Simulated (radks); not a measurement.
# Zr²⁺ in [Kr] 4d2: an all-electron calculation

The task here is to estimate one member of a computed series from the others.

Method: scalar-relativistic Kohn-Sham, LDA (Slater exchange, Perdew-Wang correlation), spin-polarised, spherical densities, finite nucleus; open shells are filled with parallel spins first. Code: radks (a radial shooting solver on a logarithmic mesh, Libxc functionals) version 1.

### Starting point

| Quantity | Value |
| --- | --- |
| element | zirconium (Z = 40) |
| charge | +2 |
| electrons | 38 |
| configuration | [Kr] 4d2 |
| nuclear rms radius | 4.2694 fm |

The outer shells:

Zr²⁺
```
[Kr] core
4d [↑ ][↑ ][  ][  ][  ]
```

The first run:

The run's settings:

```text
Z 40
configuration [Kr] 4d2
relativity scalar-relativistic
functional lda,pw
spin polarised
nucleus finite rms 4.2694 fm
c 137.035999084
```

Command:

```console
$ python run_ks.py task.json out
```

The same process makes all the runs of this session.

Steps of the session up to this table: Self-consistent calculation.

One table of the session follows, with a row left open; its other results are not shown here.

It belongs to the step «Radial structure». From the orbitals of this run (lengths in bohr):

```
  level      <r>  outermost maximum (interpolated)  90 % within  nodes
1s down  0.03711                            0.0242       0.0664      0
  1s up  0.03711                            0.0242       0.0664      0
  2s up   0.1628                             0.137        0.252      1
2s down   0.1628                             0.137        0.252      1
  2p up   0.1418                             0.109        0.231      0
2p down   0.1418                             0.109        0.231      0
  3s up   0.4594                             0.409        0.680      2
3s down   0.4594                             0.409        0.680      2
  3p up        ?                                 ?            ?      ?
3p down   0.4627                             0.402        0.701      1
  3d up   0.4529                             0.347        0.729      0
3d down   0.4527                             0.347        0.729      0
  4s up    1.213                              1.08         1.77      3
4s down    1.208                              1.07         1.76      3
  4p up    1.366                              1.18         2.03      2
4p down    1.359                              1.17         2.02      2
  4d up    2.000                              1.58         3.14      1
4d down    2.015                              1.56         3.19      1
```

Estimate the missing values for 3p up.

The run gave: <r>: 0.4628; outermost maximum (interpolated): 0.402; 90 % within: 0.701; nodes: 1. In the column «<r>» it lies between 3p down (0.4627) and 4s down (1.208).

Limits of these values: Open shells are spherical and high-spin; term and fine-structure splittings are not resolved.
